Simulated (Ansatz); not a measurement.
# C₂H₅BrOSi: an energy map over bond length C1–Si2 and bond length Si2–Br3

A grid of calculations on C2H5BrOSi, SMILES C[Si]1(Br)CO1, to see where the energy is lowest and how it rises around there.

The runs use Ansatz 0.2.0; RHF/def2-SVP.

### Step 1. The system as given

SMILES `C[Si]1(Br)CO1`, 10 atoms, charge 0, spin multiplicity 1.

Atoms are counted from 1 here; the program's logs count them from 0.

Bond lengths: C1–Si2 1.864 Å, C1–H6 1.108 Å, C1–H7 1.109 Å, C1–H8 1.108 Å, Si2–Br3 2.232 Å, Si2–C4 1.828 Å, Si2–O5 1.697 Å, C4–O5 1.494 Å, C4–H9 1.109 Å, C4–H10 1.109 Å. Angles: Si2–C1–H6 110.9°, Si2–C1–H7 109.9°, Si2–C1–H8 109.5°, H6–C1–H7 108.2°, H6–C1–H8 109.5°, H7–C1–H8 108.9°, C1–Si2–Br3 111.1°, C1–Si2–C4 127.3°, C1–Si2–O5 117.8°, Br3–Si2–C4 119.4°, Br3–Si2–O5 116.2°, C4–Si2–O5 50.0°, Si2–C4–O5 60.4°, Si2–C4–H9 123.2°, Si2–C4–H10 120.8°, O5–C4–H9 113.3°, O5–C4–H10 113.4°, H9–C4–H10 113.0° and more.

Coordinates:

```tsv
atom	x (Å)	y (Å)	z (Å)
C1	0.2506	-1.2257	1.0350
Si2	0.4432	0.2257	-0.1185
Br3	2.5902	0.5778	-0.6177
C4	-0.8560	1.0142	-1.1349
O5	-0.4925	1.6082	0.1867
H6	0.7139	-2.1364	0.6061
H7	0.7485	-1.0073	2.0014
H8	-0.8258	-1.4109	1.2190
H9	-1.9002	0.6442	-1.1778
H10	-0.5888	1.6591	-1.9961
```

This geometry comes from a loose relaxation at PBE in a small basis, which is not shown.

### Step 3. Setting up the map

The axes are (1) bond length C1–Si2: 11 values from 1.557 to 2.410 Å; (2) bond length Si2–Br3: 11 values from 1.908 to 3.106 Å.

Nothing else is relaxed (all other coordinates rigid). Energies count from the relaxed molecule at the same level.

(The set-up runs are not shown.)

### Step 4. Point bond length C1–Si2 = 1.642 Å, bond length Si2–Br3 = 2.267 Å

input.yaml

```yaml
crystal:
  periodic: [false, false, false]
  atoms:
    - { symbol: C, position_ang: [0.246099, -1.213346, 1.028269] }
    - { symbol: Si, position_ang: [0.408682, 0.082345, 0.032822] }
    - { symbol: Br, position_ang: [2.593122, 0.442234, -0.455017] }
    - { symbol: C, position_ang: [-0.861284, 0.820881, -1.012019] }
    - { symbol: O, position_ang: [-0.510263, 1.420649, 0.28017] }
    - { symbol: H, position_ang: [0.646794, -2.11485, 0.562257] }
    - { symbol: H, position_ang: [0.790653, -1.043254, 1.958907] }
    - { symbol: H, position_ang: [-0.807967, -1.369125, 1.261942] }
    - { symbol: H, position_ang: [-1.88819, 0.466149, -1.043238] }
    - { symbol: H, position_ang: [-0.613428, 1.463402, -1.852071] }
basis:
  gaussian: { orbitals: def2-SVP }
hamiltonian:
  xc: hf
output:
  forces: true
```

On the command line:

```console
$ ansatz run input.yaml --threads 1 --pin off --max-ram 2560MiB --backend cpu --events-out ev --progress --plain --runs-dir out
```

The session goes on with these runs: the other points that were computed.

Q: Predict the outcome of this session. Wanted: lowest point; highest computed point; dipole moment.

As calculated:

```
               quantity                                                                                                                                                                 value
           lowest point                                                                                               bond length C1–Si2 = 1.813 Å, bond length Si2–Br3 = 2.267 Å, 3.4 kJ/mol
 highest computed point                                                                              bond length C1–Si2 = 2.410 Å, bond length Si2–Br3 = 3.106 Å, 370 kJ/mol above the lowest
      dipole moment (D)  2.25 at bond length C1–Si2 = 2.410 Å, bond length Si2–Br3 = 2.028 Å to 6.69 at bond length C1–Si2 = 1.557 Å, bond length Si2–Br3 = 3.106 Å; 2.98 at the lowest point
time for the whole task                                                                                                                                       14 min on 1 thread, shared host
```

In words: The lowest computed point is at bond length C1–Si2 = 1.813 Å, bond length Si2–Br3 = 2.267 Å, 3.4 kJ/mol from the relaxed molecule at the same level. No other kind of well shows on this grid. The highest computed point, bond length C1–Si2 = 2.410 Å, bond length Si2–Br3 = 3.106 Å, lies 370 kJ/mol above the lowest. Round the minimum the two coordinates are nearly uncoupled.
